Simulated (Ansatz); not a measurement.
Runs of Ansatz 0.2.0 on SnCl. Symmetry: P6_3mc, No. 186, hexagonal system. The conventional cell has a = 3.498 Å, b = 3.498 Å, c = 10.062 Å, α = 90.00°, β = 90.00°, γ = 120.00°. Around Sn (site symmetry 3m) lie 1 Cl at 2.68 Å. Cl (site symmetry 3m) is surrounded by 1 Sn at 2.68 Å. The cell comes from a database or a generator and needn't be the stable form of this composition.

```tsv
level	gap on the mesh (eV)	pressure (GPa)	relaxed volume (Å³/atom)
PBE+D4	none	0.0	(a)
PBE	none	0.0	27.14
PBE+D3(BJ)	none	0.0	25.33
PBE+D3(BJ)-ATM	none	0.0	25.46
```

Alike in all rows: task relaxation of cell and atoms; potentials or basis Ansatz PAW; no spin polarisation; cell relaxed; k mesh 9 × 9 × 3; cutoff (eV) 420; smearing fermi-dirac 0.05 eV.

Task: Fill in the values left out.

Result: (a) 25.32.

Caveats: the plane-wave basis is chosen anew once the cell has moved, so the energies of steps on either side of that aren't comparable; pairwise dispersion overbinds metals, which lowers pressure and volume (some runs).

A k mesh can miss the band edges, and the runs leave out spin-orbit coupling on Sn.

A gap of «none» marks a metal or a gap under the smearing width.
